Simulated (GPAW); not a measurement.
The system is MoS2.

```
Mo S
1.0
     3.16100    0.00000    0.00000
    -1.58050    2.73751    0.00000
     0.00000    0.00000   12.29500
Mo S
2 4
Direct
  0.33333 0.66667 0.25000
  0.66667 0.33333 0.75000
  0.33333 0.66667 0.62750
  0.66667 0.33333 0.12750
  0.33333 0.66667 0.87250
  0.66667 0.33333 0.37250
```

Base run:

- Program: GPAW 26.7.0
- Functional: TB-mBJ
- Potentials or basis: GPAW PAW data sets for LDA (gpaw-data 1.2.1)
- Cutoff: 600 eV
- Basis: pw
- k mesh: 6 × 6 × 2
- Occupations: fermi-dirac, width 0.05 eV
- Spin: no spin polarisation

Its results: band gap on the k mesh 0.86 eV, indirect (least direct gap 1.63 eV).

The run is repeated on the same cell with these changes: functional from TB-mBJ to GLLB-SC; potentials or basis from GPAW PAW data sets for LDA (gpaw-data 1.2.1) to the program's PAW data sets (release 1.2.1) made for this functional. What comes out?

Band gap on the k mesh, kohn-sham part alone 0.79 eV, indirect (least direct gap 1.56 eV).

Caveats: a model potential gives levels but no total energy.

A k mesh can miss the band edges.

Not every run made on this cell is shown here.
